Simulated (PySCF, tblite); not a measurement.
# C7H8NS radical: geometry, infrared bands and EPR parameters

Aim: predict the infrared bands and EPR parameters of C7H8NS radical (`CSc1ccccc1[NH]`).

The runs use tblite 0.8.0 and PySCF 2.14.0, with density-fitted response routines of our own; the level of theory stands in each step. All values are computed, except where a source is named. Atoms count from 0, in the outputs and in this text.

## Step 1: The molecule as given

17 atoms, charge 0, multiplicity 2; geometry from: force field or distance geometry start.

Bonds of the start (Å): C0–S1 1.82, S1–C2 1.79, C2–C3 1.40, C3–C4 1.39, C4–C5 1.39, C5–C6 1.39, C6–C7 1.39, C7–N8 1.44, C7–C2 1.38, C0–H9 1.12, C0–H10 1.10, C0–H11 1.11, C3–H12 1.07, C4–H13 1.07, C5–H14 1.10, C6–H15 1.08, N8–H16 1.04.

## Step 2: Geometry optimisation with GFN2-xTB

What the job is given:

```
{"job": {"kind": "relax", "xc": "GFN2-xTB", "basis": "xTB"}, "charge": 0, "multiplicity": 2}
C      3.085200    -0.062300     0.274100
S      1.743700    -1.051600    -0.453500
C      0.147000    -0.285000    -0.197500
C      0.025300     0.943100     0.461200
C     -1.247700     1.479000     0.631500
C     -2.376300     0.837100     0.125700
C     -2.253600    -0.375700    -0.545200
C     -0.977200    -0.913300    -0.688400
N     -0.853300    -2.170400    -1.378600
H      3.528600     0.632700    -0.484600
H      2.771000     0.454300     1.190000
H      3.899100    -0.762200     0.545500
H      0.865700     1.465500     0.877800
H     -1.315600     2.414900     1.138100
H     -3.372300     1.293400     0.262300
H     -3.134000    -0.873600    -0.912800
H     -0.542500    -3.013800    -0.855500
```

Command:

```console
$ OMP_NUM_THREADS=1 python probes_run.py task.json out
```

The driver reads the jobs from task.json and runs them one after another.

What it wrote:

```text
step      E/eV     max force
  0    -683.44814    4.760
  1    -683.79629    1.329
  2    -683.87278    1.192
  3    -683.95871    1.281
  4    -684.13092    1.353
  5    -684.19788    1.078
  6    -684.26680    0.887
  7    -684.31340    1.083
  8    -684.35532    0.658
  9    -684.38492    0.522
 10    -684.42288    0.501
 11    -684.44366    0.464
 12    -684.46385    0.299
 13    -684.47115    0.236
 14    -684.47870    0.257
 15    -684.48523    0.237
 16    -684.49159    0.206
 17    -684.49698    0.181
 18    -684.50163    0.219
 19    -684.50653    0.188
 20    -684.51060    0.115
 21    -684.51338    0.130
 22    -684.51564    0.115
 23    -684.51772    0.122
 24    -684.51967    0.106
 25    -684.52154    0.103
 26    -684.52365    0.141
 27    -684.52650    0.175
 28    -684.53029    0.214
 29    -684.53422    0.192
 30    -684.53727    0.137
 31    -684.53973    0.136
 32    -684.54220    0.130
 33    -684.54483    0.181
 34    -684.54750    0.178
 35    -684.54992    0.144
 36    -684.55210    0.137
 37    -684.55418    0.113
 38    -684.55604    0.116
 39    -684.55741    0.092
 40    -684.55840    0.071
 41    -684.55928    0.067
 42    -684.56005    0.083
 43    -684.56066    0.080
 44    -684.56113    0.054
 45    -684.56153    0.047
 46    -684.56189    0.051
 47    -684.56215    0.056
 48    -684.56243    0.048
 49    -684.56276    0.048
 50    -684.56318    0.055
 51    -684.56367    0.051
 52    -684.56420    0.058
 53    -684.56474    0.063
 54    -684.56525    0.068
 55    -684.56567    0.053
 56    -684.56598    0.048
 57    -684.56624    0.044
 58    -684.56653    0.063
 59    -684.56687    0.071
 60    -684.56718    0.058
 61    -684.56737    0.046
 62    -684.56751    0.036
 63    -684.56764    0.041
 64    -684.56789    0.043
 65    -684.56803    0.044
 66    -684.56817    0.043
 67    -684.56827    0.030
 68    -684.56836    0.032
 69    -684.56843    0.020
 70    -684.56848    0.018
 71    -684.56852    0.015
 72    -684.56855    0.018
 73    -684.56858    0.016
 74    -684.56860    0.010
 75    -684.56862    0.010
```

It took 0.6 s on 1 thread of Arm Neoverse V1, shared host.

Relaxation path: (not every step is listed)

```
step  energy from step 0 (eV)  largest force (eV/Å)
   0                   0.0000                4.7600
   1                  -0.3482                1.3286
   2                  -0.4246                1.1918
   3                  -0.5106                1.2808
   4                  -0.6828                1.3529
   5                  -0.7497                1.0783
   6                  -0.8187                0.8875
   7                  -0.8653                1.0826
   8                  -0.9072                0.6577
  14                  -1.0306                0.2566
  20                  -1.0625                0.1152
  26                  -1.0755                0.1408
  32                  -1.0941                0.1296
  38                  -1.1079                0.1158
  44                  -1.1130                0.0541
  50                  -1.1150                0.0548
  56                  -1.1178                0.0477
  62                  -1.1194                0.0357
  68                  -1.1202                0.0320
  70                  -1.1203                0.0181
  71                  -1.1204                0.0153
  72                  -1.1204                0.0177
  73                  -1.1204                0.0155
  74                  -1.1205                0.0105
  75                  -1.1205                0.0101
```

Close pairs (by a distance rule), those that changed most:

```
  bond  before (Å)  after (Å)  change (Å)
 C7–N8       1.439      1.297      -0.143
 C2–C7       1.378      1.451      +0.073
 C6–C7       1.392      1.433      +0.040
 S1–C2       1.790      1.749      -0.040
 C0–H9       1.120      1.086      -0.034
 C5–C6       1.391      1.363      -0.028
C5–H14       1.104      1.080      -0.024
C0–H11       1.107      1.085      -0.022
```

The final coordinates are the input of the step that follows.

## Step 3: Infrared spectrum with GFN2-xTB

What the job is given:

```
{"job": {"kind": "ir", "xc": "GFN2-xTB", "basis": "xTB"}, "charge": 0, "multiplicity": 2}
C      2.940779    -0.094118     0.344381
S      1.691352    -1.220190    -0.330994
C      0.182738    -0.354589    -0.142407
C      0.079320     0.910738     0.404324
C     -1.155977     1.523271     0.524430
C     -2.318308     0.871331     0.094608
C     -2.248172    -0.374262    -0.455099
C     -0.998574    -1.058974    -0.605850
N     -1.014228    -2.241906    -1.136954
H      2.963780     0.826368    -0.231294
H      2.740253     0.100242     1.393842
H      3.885744    -0.617802     0.240171
H      0.955279     1.439956     0.747787
H     -1.217862     2.511897     0.953474
H     -3.271883     1.366643     0.201869
H     -3.124701    -0.899871    -0.798209
H     -0.096539    -2.676706    -1.213990
```

What it wrote:

```text
mode    cm-1     km/mol
  1      51.2      1.24
  2     105.3      0.03
  3     198.3      0.17
  4     205.5      0.43
  5     231.0      0.82
  6     260.4      3.16
  7     375.7      3.10
  8     385.8      2.87
  9     460.1      1.11
 10     473.0     14.32
 11     530.9      0.68
 12     647.6     34.78
 13     664.7      6.61
 14     705.3     60.86
 15     736.2     10.45
 16     758.2      6.57
 17     833.2      0.01
 18     852.4      0.03
 19     886.2      0.80
 20     916.8      0.07
 21     928.4      1.45
 22     948.7      5.54
 23    1011.2     47.63
 24    1069.3      4.69
 25    1110.3     31.25
 26    1160.1     20.72
 27    1184.5      1.56
 28    1262.3     26.01
 29    1309.8      4.40
 30    1325.1     39.48
 31    1364.4     12.72
 32    1407.9     61.15
 33    1448.3      5.08
 34    1450.0      6.60
 35    1474.8     36.32
 36    1505.8     23.56
 37    1567.2     10.96
 38    3029.8      2.05
 39    3038.4      5.18
 40    3061.3      1.02
 41    3080.3      3.37
 42    3085.2     37.66
 43    3096.4     48.06
 44    3113.2     13.94
 45    3330.2     17.85
```

It took 0.65 s on 1 thread of Arm Neoverse V1, shared host.

The strongest bands and the atoms that carry them (share of the mass-weighted mode):

```
cm⁻¹  km/mol                                 atoms
 648    34.8  H16 26 %, C7 17 %, H15 15 %, C2 11 %
 705    60.9   H16 41 %, C7 25 %, C2 14 %, N8 11 %
1011    47.6                      C2 44 %, C6 24 %
1325    39.5                      C2 23 %, C7 19 %
1408    61.1            C3 33 %, C5 13 %, H12 11 %
1475    36.3    C7 36 %, C4 18 %, N8 15 %, C2 12 %
3085    37.7                    H12 52 %, H14 33 %
3096    48.1          H13 51 %, H12 28 %, H14 10 %
```

## Step 4: EPR parameters: B3LYP/pcH-1

Same as in step 3 but for these lines:

```diff
@@ -1,2 +1,2 @@
-{"job": {"kind": "ir", "xc": "GFN2-xTB", "basis": "xTB"}, "charge": 0, "multiplicity": 2}
+{"job": {"kind": "epr", "basis": "pcH-1"}, "charge": 0, "multiplicity": 2}
 C      2.940779    -0.094118     0.344381
```

Level: UKS B3LYP, pcH-1 on C H N S, non-relativistic, mean-field spin-orbit, GIAO.

What it wrote:

```text
UKS, coarse grid
  cycle   1  E = -724.40131348  |g| = 3.98e-01
  cycle   2  E = -724.27548056  |g| = 6.46e-01
  cycle   3  E = -724.47448287  |g| = 1.30e-01
  cycle   4  E = -724.48167670  |g| = 6.70e-02
  cycle   5  E = -724.48412770  |g| = 2.34e-02
  cycle   6  E = -724.48453231  |g| = 1.05e-02
  cycle   7  E = -724.48466764  |g| = 7.49e-03
  cycle   8  E = -724.48472574  |g| = 2.78e-03
  cycle   9  E = -724.48473613  |g| = 9.14e-04
  cycle  10  E = -724.48473678  |g| = 4.78e-04
UKS, final grid
  cycle   1  E = -724.48472463  |g| = 6.21e-04
  cycle   2  E = -724.48472438  |g| = 9.86e-04
  cycle   3  E = -724.48472485  |g| = 1.36e-04
  cycle   4  E = -724.48472486  |g| = 5.83e-05
  cycle   5  E = -724.48472487  |g| = 3.11e-05
  cycle   6  E = -724.48472487  |g| = 1.01e-05
E = -724.48472487 Eh   <S^2> = 0.7842 (exact 0.7500)
g shifts (ppm)      1          2          3
  rmc          -187       -187       -187
  gc            -13         38         38
  oz_so         -48       2596       3225
  total        -249       2447       3076
hyperfine (MHz)  atom isotope    a_iso     a_fc   dipolar eigenvalues
    0   13C      -1.52      -1.52     -0.26     -0.14      0.40
    1   33S       1.71       1.84     -9.06     -6.73     15.79
    2   13C      28.79      28.68    -23.12    -22.37     45.49
    3   13C     -24.58     -24.59    -18.11      8.11     10.01
    4   13C      29.70      29.77    -26.69    -24.73     51.43
    5   13C     -23.65     -23.66    -17.40      7.80      9.60
    6   13C      22.61      22.62    -20.77    -20.10     40.87
    7   13C     -38.06     -38.09    -19.36      6.59     12.77
    8   14N      17.46      17.45    -23.94    -23.43     47.37
    9    1H       4.97       4.97     -1.07     -0.75      1.82
   10    1H       4.91       4.91     -1.07     -0.75      1.83
   11    1H      -0.56      -0.57     -0.93     -0.76      1.70
   12    1H       7.43       7.42     -2.80     -1.13      3.94
   13    1H     -21.82     -21.81    -13.00     -0.36     13.36
   14    1H       7.23       7.23     -2.62     -1.01      3.63
   15    1H     -17.72     -17.73     -7.48     -2.20      9.68
   16    1H     -33.73     -33.79    -27.20     -5.40     32.60
```

Wall time 2.2 min (1 thread of Arm Neoverse V1, shared host); peak memory 1.1 GiB.

Principal g values 2.00207, 2.00477, 2.00539; g(iso) = 2.00408, against 2.00232 for a free electron.

Mean a(iso) over the nuclei that a row names, and the largest dipolar term of the row (other rows stand at the frozen geometry):

```
      nuclei  isotope  a(iso) (MHz)  a(iso) (G, at g = 2.0023)  largest dipolar term (MHz)
          C7      13C         -38.1                      -13.6                       -19.4
         H16       1H         -33.7                      -12.0                        32.6
          C4      13C          29.7                       10.6                        51.4
          C2      13C          28.8                       10.3                        45.5
          C3      13C         -24.6                       -8.8                       -18.1
          C5      13C         -23.6                       -8.4                       -17.4
          C6      13C          22.6                        8.1                        40.9
         H13       1H         -21.8                       -7.8                        13.4
         H15       1H         -17.7                       -6.3                         9.7
          N8      14N          17.5                        6.2                        47.4
         H12       1H           7.4                        2.6                         3.9
         H14       1H           7.2                        2.6                         3.6
H9, H10, H11       1H           3.1                        1.1                         1.8
          S1      33S           1.7                        0.6                        15.8
```

Mulliken spin populations:

C0 0.00; S1 0.07; C2 0.27; C3 -0.15; C4 0.34; C5 -0.15; C6 0.28; C7 -0.15; N8 0.52; H9 0.00; H10 0.00; H11 0.00; H12 0.01; H13 -0.02; H14 0.01; H15 -0.01; H16 -0.02

In first order the couplings over 0.8 MHz of 1H, 14N give 345 distinct lines over 47.1 G, if the averaged nuclei exchange fast.

Orbitals, density, ELF and potential are computed afterwards from the orbital file.

ELF in a plane through or near 15 of the atoms.

Ten even steps from ' ' (0.00) to '@' (1.00):
```
                                                        
                                                        
                                                        
                              **%%##::                  
                            --@@@@@@##                  
                    ::%%++  ::@@@@@@++    ....          
                    **@@@@**--****##::..%%@@@@..        
            ..::::  ::@@@@######++%%####@@@@@@++        
          ..--++**--  ++**..::##++%%--==@@@@@@--        
      --%%%%##::::==....**@@##..  ++##**--..            
      %%@@@@@@++**%%++****##====--++::==--..            
      **@@@@@@==##::==**%%==@@++==%%..**@@@@##          
        ==--    **..##::==..==....++==%%@@@@@@          
              ..##@@%%##..  ++####--  ..%%@@**          
              ..++####....%%@@====@@**                  
                ..::..  ++@@@@##%%@@%%--                
                        --##==--++##++..                
                                ....                    
                                                        
                                                        
```
The map spans 13.0 Å across and 11.1 Å up, centred on the molecule. Atoms in the plane (x, y in Å): C0 (-3.0, 0.1), S1 (-1.7, -1.2), C2 (-0.2, -0.4), C3 (-0.1, 1.0), C4 (1.2, 1.6), C5 (2.4, 0.8), C6 (2.2, -0.6), C7 (1.0, -1.2), N8 (1.0, -2.5), H11 (-3.9, -0.4), H12 (-0.9, 1.6), H13 (1.3, 2.7), H14 (3.3, 1.3), H15 (3.1, -1.2), H16 (0.0, -2.9).

log10 of the density (e/Å³) in the same plane.

Values, 10 rows by 14 columns:
```
-4.0 -4.0 -4.0 -4.0 -4.0 -4.0 -4.0 -4.0 -4.0 -4.0 -4.0 -4.0 -4.0 -4.0
-4.0 -4.0 -4.0 -4.0 -4.0 -4.0 -4.0 -3.4 -2.9 -3.3 -4.0 -4.0 -4.0 -4.0
-4.0 -4.0 -4.0 -4.0 -3.6 -2.9 -2.5 -1.6 -0.7 -1.5 -2.9 -3.5 -4.0 -4.0
-4.0 -4.0 -3.2 -2.2 -1.9 -1.3 -0.3 -0.4  0.3 -0.6 -0.9 -1.6 -3.3 -4.0
-4.0 -3.2 -1.9 -0.6 -0.2 -1.1  0.0  0.4 -0.1  1.3  0.1 -1.1 -3.0 -4.0
-4.0 -2.6 -1.0  0.3  0.2 -0.2  0.1  0.2 -0.4  0.9 -0.5 -1.8 -3.4 -4.0
-4.0 -3.3 -2.1 -1.4 -0.3  1.6 -0.4 -0.1  0.9 -0.3  0.0 -1.5 -3.4 -4.0
-4.0 -4.0 -4.0 -2.6 -1.4 -0.9 -1.0  0.3  1.4 -0.9 -2.1 -2.9 -4.0 -4.0
-4.0 -4.0 -4.0 -4.0 -3.1 -2.8 -1.8 -1.1 -1.0 -1.8 -3.5 -4.0 -4.0 -4.0
-4.0 -4.0 -4.0 -4.0 -4.0 -4.0 -3.9 -3.4 -3.3 -4.0 -4.0 -4.0 -4.0 -4.0
```
The map spans 13.0 Å across and 11.1 Å up, centred on the molecule. Atoms in the plane (x, y in Å): C0 (-3.0, 0.1), S1 (-1.7, -1.2), C2 (-0.2, -0.4), C3 (-0.1, 1.0), C4 (1.2, 1.6), C5 (2.4, 0.8), C6 (2.2, -0.6), C7 (1.0, -1.2), N8 (1.0, -2.5), H11 (-3.9, -0.4), H12 (-0.9, 1.6), H13 (1.3, 2.7), H14 (3.3, 1.3), H15 (3.1, -1.2), H16 (0.0, -2.9).

On the surface of density 0.002 e/bohr³ the electrostatic potential runs, from the 1st to the 99th percentile, from -1.96 V near N8 to 1.24 V near H11.

The spin density lies nearest to N8 28 %; C2, C4, C6 about 14 % each.

## Step 5: Outcome

| quantity | value |
| --- | --- |
| strongest single infrared mode (GFN2-xTB) | 1408 cm⁻¹, 61 km/mol |
| zero-point energy (GFN2-xTB) | 81.0 kcal/mol |
| g(iso) (B3LYP) | 2.00408 |
| ⟨S²⟩ | 0.784 (exact 0.75) |
| largest a(iso) (averaged by class) | 13C on C7, -38.1 MHz |
| surface potential, 1st and 99th percentile | -1.96 V and 1.24 V |

Over 75 steps the energy fell by 1.120 eV; of the close pairs, C7–N8 changed most, 1.439 to 1.297 Å. All 45 modes are real, so the xTB geometry is a minimum. The strongest single mode, at 1408 cm⁻¹, has its largest shares on C3, C5 and H12 (the list is cut at 3 atoms). Unscaled tight-binding wavenumbers are off by several per cent, some by more. Its intensities can rank the bands wrongly. N8 carries the largest spin population, 0.52 e. The isotropic g lies 1.8 ppt above the free-electron value.
